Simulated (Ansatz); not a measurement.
# Sc4SiS2: the cost of one run

Computed with Ansatz 0.2.0 (DFT PBE, scalar-relativistic, plane waves, PAW, unless a step names another level, unless a step's input says otherwise).

1 further run of the same task is left out (it didn't finish).

## (1) The system as given

Symmetry: Cmmm, No. 65, orthorhombic system. The conventional cell has a = 7.325 Å, b = 10.432 Å, c = 3.721 Å, α = 90.00°, β = 90.00°, γ = 90.00°. Sc (site symmetry m2m) has 1 Si at 2.59 Å and 4 S at 2.61 Å as nearest neighbours. Around Sc (site symmetry 2mm) lie 2 S at 2.61 Å and 2 Si at 2.63 Å. Si (site symmetry mmm) has 6 Sc at 2.59 to 2.63 Å as nearest neighbours. S (site symmetry 2/m) has 6 Sc at 2.61 Å as nearest neighbours.

As a file:

```
CELL_PARAMETERS angstrom
3.66225 -5.21597 0.00000
3.66225 5.21597 0.00000
0.00000 0.00000 3.72052
ATOMIC_POSITIONS crystal
Sc 0.75162 0.24838 0.00000
Sc 0.25351 0.25351 0.50000
Sc 0.74649 0.74649 0.50000
Sc 0.24838 0.75162 0.00000
Si 0.00000 0.00000 0.00000
S 0.50000 0.00000 0.50000
S 0.00000 0.50000 0.50000
```

It came out lowest among 25 distinct ends of the trial cells. At a tolerance of 0.05 Å it has space group Cmmm (No. 65).

## (2) Tight relaxation for the response runs, on the response runs' mesh and smearing

Input file input.yaml:

```yaml
crystal:
  lattice:
    - [3.6622524506, -5.2159705873, 0.0]
    - [3.6622524506, 5.2159705873, 0.0]
    - [0.0, 0.0, 3.7205207134]
  atoms:
    - { symbol: Sc, position: [0.751624074, 0.248375926, 0.0] }
    - { symbol: Sc, position: [0.2535132834, 0.2535132834, 0.5] }
    - { symbol: Sc, position: [0.7464867166, 0.7464867166, 0.5] }
    - { symbol: Sc, position: [0.248375926, 0.751624074, 0.0] }
    - { symbol: Si, position: [0.0, 0.0, 0.0] }
    - { symbol: S, position: [0.5, 0.0, 0.5] }
    - { symbol: S, position: [0.0, 0.5, 0.5] }
basis:
  ecutwfc: 420
kpoints:
  mp_grid: { grid: [6, 6, 8] }
hamiltonian:
  xc: pbe
scf:
  occupations: { method: gaussian, width: 0.1 }
output:
  forces: true
  stress: true
  eigenvalues: true
relax:
  adjacent_minimum: "off"
  f_tol: 0.001
  max_steps: 60
  cell: { stress_tol: 0.01 }
```

The run is started by

```console
$ ansatz run input.yaml --threads 3 --pin off --max-ram 7680MiB --backend cpu --events-out ev --progress --plain --runs-dir out
```

Q: Estimate wall time and peak memory on 3 threads of AMD EPYC (Zen 3), shared host.

About 63 s, with a peak of 0.65 GiB.
